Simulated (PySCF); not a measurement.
# C2H2FSi (SMILES C#C[SiH]F) at UHF/aug-cc-pVDZ

Aim: the vertical ionisation energy of C2H2FSi at UHF/aug-cc-pVDZ, from 2 runs. The job is set up through a Python script.

The results are computed with PySCF 2.14.0.

## (1) The molecule

C2H2FSi has 6 atoms, charge 0, and is taken as a doublet. As SMILES, `C#C[SiH]F`. Geometry: relaxed at PBE0-D4/def2-TZVP.

Bond lengths: C1–C2 1.209 Å, C2–Si3 1.806 Å, Si3–F4 1.599 Å, C1–H5 1.066 Å, Si3–H6 1.485 Å. Angles: C1–C2–Si3 173.2°, C2–Si3–F4 109.8°, C2–C1–H5 179.1°, C2–Si3–H6 111.2°, F4–Si3–H6 108.3°.

## (2) The energy at UHF/aug-cc-pVDZ

Contents of input.py:

```python
from pyscf import gto, scf

mol = gto.Mole()
mol.atom = [
    ('C', (0.118100, -0.680000, -1.605700)),
    ('C', (0.120400, -0.213700, -0.490100)),
    ('Si', (0.338300, 0.466700, 1.168800)),
    ('F', (-0.478000, -0.412300, 2.226800)),
    ('H', (0.100300, -1.089200, -2.590300)),
    ('H', (-0.157100, 1.864400, 1.244300)),
]
mol.basis = 'aug-cc-pvdz'
mol.max_memory = 1860
mol.verbose = 4
mol.charge = 0
mol.spin = 1
mol.build()

hf = scf.UHF(mol)
hf.conv_tol = 1e-10
hf.kernel()
if not hf.converged:
    hf = hf.newton().run(hf.mo_coeff, hf.mo_occ)

energy = hf.e_tot
print(f'total energy: {energy:.8f} hartree')
```

On the command line:

```sh
$ OMP_NUM_THREADS=1 python input.py
```

Standard output:

```text
PySCF version 2.14.0

[INPUT] num. atoms = 6
[INPUT] num. electrons = 37
[INPUT] charge = 0
[INPUT] spin (= nelec alpha-beta = 2S) = 1
[INPUT] symmetry False subgroup None
[INPUT] Mole.unit = angstrom
[INPUT] Symbol           X                Y                Z      unit          X                Y                Z       unit  Magmom
[INPUT]  1 C      0.118100000000  -0.680000000000  -1.605700000000 AA    0.223176655311  -1.285013764704  -3.034333238214 Bohr   0.0
[INPUT]  2 C      0.120400000000  -0.213700000000  -0.490100000000 AA    0.227523025398  -0.403834472820  -0.926154773649 Bohr   0.0
[INPUT]  3 Si     0.338300000000   0.466700000000   1.168800000000 AA    0.639294347940   0.881935182335   2.208711894392 Bohr   0.0
[INPUT]  4 F     -0.478000000000  -0.412300000000   2.226800000000 AA   -0.903289087542  -0.779134081158   4.208042134181 Bohr   0.0
[INPUT]  5 H      0.100300000000  -1.089200000000  -2.590300000000 AA    0.189539530294  -2.058289694876  -4.894957580461 Bohr   0.0
[INPUT]  6 H     -0.157100000000   1.864400000000   1.244300000000 AA   -0.296875974169   3.523205386639   2.351386216796 Bohr   0.0

nuclear repulsion = 130.57600076291
number of shells = 42
number of NR pGTOs = 177
number of NR cGTOs = 114
basis = aug-cc-pvdz
ecp = {}

******** <class 'pyscf.scf.uhf.UHF'> ********
method = UHF
initial guess = minao
damping factor = 0
level_shift factor = 0
DIIS = <class 'pyscf.scf.diis.CDIIS'>
diis_start_cycle = 1
diis_space = 8
diis_damp = 0
SCF conv_tol = 1e-10
SCF conv_tol_grad = None
SCF max_cycles = 50
direct_scf = True
direct_scf_tol = 1e-13
number electrons alpha = 19  beta = 18
Set gradient conv threshold to 1e-05
init E= -465.581725125082
[... the frontier-level lines of each cycle are left out ...]

cycle= 1 E= -465.167447882361  delta_E= 0.414  |g|= 0.358  |ddm|= 4.74
cycle= 2 E= -465.233736604549  delta_E= -0.0663  |g|= 0.198  |ddm|= 1.25
cycle= 3 E= -465.249180146617  delta_E= -0.0154  |g|= 0.0487  |ddm|= 0.356
cycle= 4 E= -465.252024311553  delta_E= -0.00284  |g|= 0.0134  |ddm|= 0.257
cycle= 5 E= -465.252415085564  delta_E= -0.000391  |g|= 0.00602  |ddm|= 0.0837
cycle= 6 E= -465.252520566378  delta_E= -0.000105  |g|= 0.00368  |ddm|= 0.0382
cycle= 7 E= -465.252566933189  delta_E= -4.64e-05  |g|= 0.00318  |ddm|= 0.0168
cycle= 8 E= -465.252609146239  delta_E= -4.22e-05  |g|= 0.0029  |ddm|= 0.0149
cycle= 9 E= -465.252668742944  delta_E= -5.96e-05  |g|= 0.0026  |ddm|= 0.022
cycle= 10 E= -465.252756145694  delta_E= -8.74e-05  |g|= 0.00215  |ddm|= 0.0377
cycle= 11 E= -465.252867243534  delta_E= -0.000111  |g|= 0.00132  |ddm|= 0.0759
cycle= 12 E= -465.252885857053  delta_E= -1.86e-05  |g|= 0.000976  |ddm|= 0.0222
cycle= 13 E= -465.252897715463  delta_E= -1.19e-05  |g|= 0.00067  |ddm|= 0.0199
cycle= 14 E= -465.252902679296  delta_E= -4.96e-06  |g|= 0.00041  |ddm|= 0.0115
cycle= 15 E= -465.252904260708  delta_E= -1.58e-06  |g|= 0.000194  |ddm|= 0.00639
cycle= 16 E= -465.2529045464  delta_E= -2.86e-07  |g|= 8.02e-05  |ddm|= 0.00367
cycle= 17 E= -465.25290456753  delta_E= -2.11e-08  |g|= 3.73e-05  |ddm|= 0.000637
cycle= 18 E= -465.252904571822  delta_E= -4.29e-09  |g|= 1.82e-05  |ddm|= 0.000344
cycle= 19 E= -465.252904572301  delta_E= -4.79e-10  |g|= 7.96e-06  |ddm|= 7.78e-05
cycle= 20 E= -465.252904572848  delta_E= -5.46e-10  |g|= 3.28e-06  |ddm|= 0.000129
cycle= 21 E= -465.252904572991  delta_E= -1.43e-10  |g|= 1.13e-06  |ddm|= 7.93e-05
cycle= 22 E= -465.252904573005  delta_E= -1.39e-11  |g|= 5.74e-07  |ddm|= 2.18e-05
Extra cycle  E= -465.252904573005  delta_E=    0  |g|= 4.79e-07  |ddm|= 2.12e-06
converged SCF energy = -465.252904573005  <S^2> = 0.81694882  2S+1 = 2.0658643
total energy: -465.25290457 hartree
```

It took 7.2 s on 1 thread of Arm Neoverse V1, shared host; peak memory 0.27 GiB.

## (3) The singlet cation, same level

Contents of start.xyz:

```xyz
6
C2H2FSi
C      0.118100    -0.680000    -1.605700
C      0.120400    -0.213700    -0.490100
Si     0.338300     0.466700     1.168800
F     -0.478000    -0.412300     2.226800
H      0.100300    -1.089200    -2.590300
H     -0.157100     1.864400     1.244300
```

Contents of input.py:

```python
from pyscf import gto

system = gto.M(
    atom='start.xyz',
    spin=0,
    max_memory=1860,
    verbose=3,
    basis='aug-cc-pvdz',
    charge=1,
)

myscf = system.RHF()
myscf.conv_tol = 1e-10
myscf.kernel()
if not myscf.converged:
    myscf = myscf.newton().run(myscf.mo_coeff, myscf.mo_occ)

e_final = myscf.e_tot
print(f'total energy: {e_final:.8f} hartree')
```

On the command line:

```sh
$ OMP_NUM_THREADS=1 python input.py
```

Standard output:

```text
converged SCF energy = -464.937220056707
total energy: -464.93722006 hartree
```

It took 3.6 s on 1 thread of Arm Neoverse V1, shared host; peak memory 0.28 GiB.

## (4) Results

Level: UHF/aug-cc-pVDZ.

```
                                           quantity          value
                      doublet C2H2FSi: total energy  -465.25290 Eh
                     doublet C2H2FSi: dipole moment         1.94 D
doublet C2H2FSi: HOMO energy (highest over α and β)       -9.51 eV
 doublet C2H2FSi: LUMO energy (lowest over α and β)        0.70 eV
                              doublet C2H2FSi: ⟨S²⟩          0.817
                       singlet cation: total energy  -464.93722 Eh
                        singlet cation: HOMO energy      -17.27 eV
                        singlet cation: LUMO energy       -7.58 eV
                      singlet cation: HOMO–LUMO gap        9.68 eV
 vertical ionisation energy (to the singlet cation)       8.590 eV
```

The vertical ionisation energy comes to 8.59 eV (198 kcal/mol). Only the singlet of the ionised species was computed; a triplet could lie lower.
